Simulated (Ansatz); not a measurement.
# GaBHS (doublet): the correlation ladder, cc-pVDZ

An exercise on one series of results from a longer session: the logs are not shown, and one member is left open.

Method: cc-pVDZ, core rule «outside noble gas», up to 20 orbitals frozen; program: Ansatz 0.2.0, Gaussian basis.

The runs, in order: UHF; CCSD(T) on ROHF; CCSD(T) on UHF; BCCD(T) on ROHF; CISD; CCSDT(Q) on ROHF; CCSDT(Q) on UHF; CASSCF and MRCISD+Q, 9 electrons in 9 orbitals; CASSCF and NEVPT2, 9 electrons in 9 orbitals.

28 further runs of the same task are left out: 3 for a known fault of the program, 8 that didn't finish, 17 set aside as unsound or not needed.

**The geometry**

The geometry is a PBE0/def2-TZVP stationary point (not a proven minimum). No spin-orbit coupling is included. The filled d shell of Ga may be among the frozen orbitals whatever the setting's name suggests; the logs give the count.

4 atoms, charge 0, spin multiplicity 2.

Atoms are counted from 1 here; the program's logs count them from 0.

Bond lengths: B1–Ga2 2.008 Å, B1–H4 1.186 Å, Ga2–S3 2.014 Å. Angles: Ga2–B1–H4 145.7°, B1–Ga2–S3 174.3°.

The first run:

in.yaml reads:

```yaml
crystal:
  periodic: [false, false, false]
  atoms:
    - {symbol: B, position_ang: [0.000003, -0.225787, 1.245205]}
    - {symbol: Ga, position_ang: [-0.000047, -0.052629, -0.755042]}
    - {symbol: S, position_ang: [-0.000012, -0.077517, -2.768972]}
    - {symbol: H, position_ang: [0.000056, 0.355934, 2.278809]}
basis:
  gaussian: {orbitals: cc-pVDZ}
magnetization: {spin_polarized: true, initial_magnetization: 1}
hamiltonian: {xc: hf}
output: {orbitals: {seedname: orbitals}}
```

Launch:

```console
> ansatz run in.yaml --threads 1 --pin off --events-out ev --progress --plain --max-ram 2393MiB
```

Steps of the session up to this table: UHF; CCSD(T) on ROHF; CCSD(T) on UHF; BCCD(T) on ROHF; CISD; CCSDT(Q) on ROHF; CCSDT(Q) on UHF; CASSCF and MRCISD+Q, 9 electrons in 9 orbitals; CASSCF and NEVPT2, 9 electrons in 9 orbitals.

One table of the session follows, with a row left open; its other results are not shown here.

| method | from UCCSDT(Q) (kJ/mol) |
| --- | --- |
| ROHF | +744.3 |
| UHF | +736.8 |
| RMP2 | +124.6 |
| UMP2 | +124.4 |
| RCCSD | ? |
| UCCSD | +38.2 |
| RCCSD(T) | +8.0 |
| UCCSD(T) | +8.0 |
| BCCD(T) | +8.2 |
| RCCSDT | +3.5 |
| UCCSDT | +3.4 |
| RCCSDT(Q) | +1.4 |
| UCCSDT(Q) | 0 |
| CASSCF frontier | +542.7 |
| MRCISD frontier | +62.3 |
| MRCISD+Q frontier | +12.2 |

Estimate the missing values for RCCSD.

The run gave: from UCCSDT(Q) (kJ/mol): +38.4. In the column «from UCCSDT(Q) (kJ/mol)» it lies between UCCSD (+38.2) and MRCISD frontier (+62.3).

Not comparable, so not listed: CISD; CASSCF and NEVPT2, 9 electrons in 9 orbitals (they don't share determinant, frozen orbitals or solution with the rows shown, or repeat one).

Caveats from the session: Restricted and unrestricted rows rest on different reference determinants; where their highest levels disagree by more than a few hundredths of an eV, they describe different states and don't form one ladder. Warnings in the runs' records: passed over end.
